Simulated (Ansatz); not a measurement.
# ZrB: a trigonal deformation path

One table from this session's results is given with a row withheld; the runs are named, their logs left out.

Computed with Ansatz 0.2.0 (DFT PBEsol, scalar-relativistic, plane waves, PAW, unless a step's input says otherwise).

## Starting point

The structure is cubic, space group Fm-3m (No. 225). The conventional cell has a = 4.650 Å, b = 4.650 Å, c = 4.650 Å, α = 90.00°, β = 90.00°, γ = 90.00°. Zr (site symmetry m-3m) has 6 B at 2.33 Å in its first shell of neighbours. B (site symmetry m-3m) is surrounded by 6 Zr at 2.33 Å.

Structure file:

```
Zr B
1.0
     0.00000    2.32500    2.32500
     2.32500    0.00000    2.32500
     2.32500    2.32500    0.00000
Zr B
1 1
Direct
  0.00000 0.00000 0.00000
  0.50000 0.50000 0.50000
```

The cell is taken as given, not relaxed at this level.

## The reference cell

Reference values: F = -4281.8170 eV; pressure 29.40 GPa; largest force 0.000 eV/Å; gap on the mesh none (metal). It was computed beforehand with the settings of the runs below.

The first run:

At fixed volume and fractional coordinates, lengths along (0.577, 0.577, 0.577) are scaled against those across it; ρ is that ratio over its starting value.

input.yaml reads:

```yaml
crystal:
  lattice:
    - [-0.9764388137, 1.9528776273, 1.9528776273]
    - [1.9528776273, -0.9764388137, 1.9528776273]
    - [1.9528776273, 1.9528776273, -0.9764388137]
  atoms:
    - { symbol: Zr, position: [0.0, 0.0, 0.0] }
    - { symbol: B, position: [0.5, 0.5, 0.5] }
basis:
  ecutwfc: 420
kpoints:
  mp_grid: { grid: [20, 20, 20] }
hamiltonian:
  xc: pbesol
scf:
  occupations: { method: gaussian, width: 0.15 }
output:
  forces: true
  stress: true
  eigenvalues: true
  write_density: true
  write_potential: true
  elf: true
  volumetric_format: npy
```

Launch:

```sh
$ ansatz run input.yaml --threads 1 --pin off --max-ram 2560MiB --backend cpu --events-out ev --progress --plain --runs-dir out
```

Among the steps run: At ρ = 0.500; Point ρ = 2.000; ρ = 0.710; Point ρ = 1.410; At ρ = 0.600; At ρ = 0.850; At ρ = 1.200; At ρ = 1.700; At ρ = 0.930; ρ = 1.080.

One table of the session follows, with a row left open; its other results are not shown here.

The scan, with free energies counted from the undisturbed cell:

| ρ | ΔE (meV/atom) | pressure (GPa) |
| --- | --- | --- |
| 0.500 | 366.7 | 12.5 |
| 0.600 | 269.9 | 17.1 |
| 0.710 | 161.9 | 24.9 |
| 0.850 | 62.3 | 28.6 |
| 0.930 | 15.1 | 29.2 |
| 1.000 | 0.0 | 29.4 |
| 1.080 | 20.2 | 29.2 |
| 1.200 | ? | ? |
| 1.410 | 419.4 | 27.8 |
| 1.700 | 906.8 | 27.2 |
| 2.000 | 1259.1 | 23.6 |

**Question.** Estimate the row for ρ = 1.200.

Worked estimate for «ΔE (meV/atom)». A straight line through the neighbours (1.080, 20.2) and (1.410, 419.4) gives 20.2 + (419.4 − 20.2) × (1.200 − 1.080) / (1.410 − 1.080) = 165.4; a parabola fitted to 4 rows on both sides gives 151.3.

The run gave: ΔE (meV/atom): 116.7; pressure (GPa): 28.6. In «ΔE (meV/atom)» the line misses by +48.7 and the parabola by +34.6.
